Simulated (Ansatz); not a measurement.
# C4H10GeO: up Jacob's ladder to CCSD(T)

The task here is to estimate one member of a computed series from the others.

Program: Ansatz 0.2.0, Gaussian basis. Level of theory: functionals in def2-TZVPP, the program's frozen cores in correlated methods. These are calculated values, not measurements.

Plan: LDA (SPW92), PBE-D4, revPBE-D4, BLYP-D4, r2SCAN-D4, B97M-V, PBE0-D4, B3LYP-D4, r2SCANh-D4, r2SCAN0-D4, HSE06-D4, BHLYP-D4, CAM-B3LYP-D4, LC-ωPBE, ωB97X-V, ωB97M-V, B2PLYP, PBE-QIDH; CCSD(T)/def2-SVP; MP2/def2-TZVPP; RPA on PBE.

1 further run of the same task is left out (it didn't finish).

### The relaxed structure

An earlier PBE0-D4 in a triple-zeta def2 set relaxation fixed the geometry.

SMILES `CC(C)(C)[O][GeH]`, 16 atoms, charge 0, spin multiplicity 1.

Atoms are counted from 1 here; the program's logs count them from 0.

Bond lengths: C1–C2 1.521 Å, C1–H7 1.092 Å, C1–H8 1.093 Å, C1–H9 1.092 Å, C2–C3 1.520 Å, C2–C4 1.521 Å, C2–O5 1.434 Å, C3–H10 1.092 Å, C3–H11 1.093 Å, C3–H12 1.092 Å, C4–H13 1.092 Å, C4–H14 1.092 Å, C4–H15 1.093 Å, O5–Ge6 1.774 Å, Ge6–H16 1.619 Å. Angles: C2–C1–H7 110.7°, C2–C1–H8 110.6°, C2–C1–H9 110.2°, H7–C1–H8 108.1°, H7–C1–H9 108.3°, H8–C1–H9 108.9°, C1–C2–C3 110.6°, C1–C2–C4 110.9°, C1–C2–O5 109.6°, C3–C2–C4 110.6°, C3–C2–O5 105.5°, C4–C2–O5 109.6°, C2–C3–H10 110.2°, C2–C3–H11 110.8°, C2–C3–H12 110.2°, H10–C3–H11 108.6°, H10–C3–H12 108.3°, H11–C3–H12 108.6° and more.

Set-up of the first run:

The input, in.yaml:

```yaml
crystal:
  periodic: [false, false, false]
  atoms:
    - {symbol: C, position_ang: [-0.385912, -1.036236, 0.879354]}
    - {symbol: C, position_ang: [0.211730, 0.083459, 0.040697]}
    - {symbol: C, position_ang: [1.707205, -0.122255, -0.136699]}
    - {symbol: C, position_ang: [-0.479202, 0.175640, -1.311477]}
    - {symbol: O, position_ang: [0.076155, 1.330194, 0.736269]}
    - {symbol: Ge, position_ang: [-1.351602, 2.224417, 1.291750]}
    - {symbol: H, position_ang: [-0.249003, -2.001926, 0.387508]}
    - {symbol: H, position_ang: [-1.457272, -0.877697, 1.023211]}
    - {symbol: H, position_ang: [0.100838, -1.076006, 1.856530]}
    - {symbol: H, position_ang: [2.135676, 0.701244, -0.711243]}
    - {symbol: H, position_ang: [1.911266, -1.057864, -0.662838]}
    - {symbol: H, position_ang: [2.201534, -0.154578, 0.836154]}
    - {symbol: H, position_ang: [-0.059150, 0.998939, -1.893800]}
    - {symbol: H, position_ang: [-0.345050, -0.749123, -1.877191]}
    - {symbol: H, position_ang: [-1.551303, 0.342675, -1.183713]}
    - {symbol: H, position_ang: [-2.488909, 1.196618, 0.769890]}
basis:
  gaussian: {orbitals: def2-TZVPP}
hamiltonian: {xc: lda}
output: {orbitals: {seedname: orbitals}}
```

Launch:

```
$ ansatz run in.yaml --threads 4 --pin off --events-out ev --progress --plain --max-ram 11315MiB
```

Among the steps run: LDA; PBE-D4 (GGA); revPBE-D4 (GGA); BLYP-D4 (GGA); r2SCAN-D4 (meta-GGA); B97M-V (meta-GGA); B3LYP-D4 (hybrid); r2SCANh-D4 (hybrid); r2SCAN0-D4 (hybrid); HSE06-D4 (hybrid); BHLYP-D4 (hybrid); CAM-B3LYP-D4 (range-separated); LC-ωPBE (range-separated); ωB97X-V (range-separated); ωB97M-V (range-separated); B2PLYP (double hybrid); PBE-QIDH (double hybrid).

One table of the session follows, with a row left open; its other results are not shown here.

It belongs to the step «Orbital energies across the functionals». 

```
  functional  HOMO (eV)  LUMO (eV)  gap (eV)
 LDA (SPW92)      -5.73      -3.15      2.59
      PBE-D4      -5.62      -2.89      2.72
   revPBE-D4          ?          ?         ?
     BLYP-D4      -5.52      -2.80      2.72
   r2SCAN-D4      -5.88      -2.83      3.05
      B97M-V      -5.92      -2.81      3.11
     PBE0-D4      -6.71      -2.10      4.61
    B3LYP-D4      -6.55      -2.33      4.22
  r2SCANh-D4      -6.28      -2.52      3.76
  r2SCAN0-D4      -6.88      -2.07      4.81
    HSE06-D4      -6.31      -2.48      3.84
    BHLYP-D4      -7.70      -1.25      6.45
CAM-B3LYP-D4      -8.01      -1.06      6.96
     LC-ωPBE      -9.28       0.11      9.39
     ωB97X-V      -8.97      -0.02      8.95
     ωB97M-V      -8.86      -0.14      8.72
```

Estimate the missing values for revPBE-D4.

As computed: HOMO (eV): -5.57; LUMO (eV): -2.79; gap (eV): 2.78. In the column «HOMO (eV)» it lies between PBE-D4 (-5.62) and BLYP-D4 (-5.52).
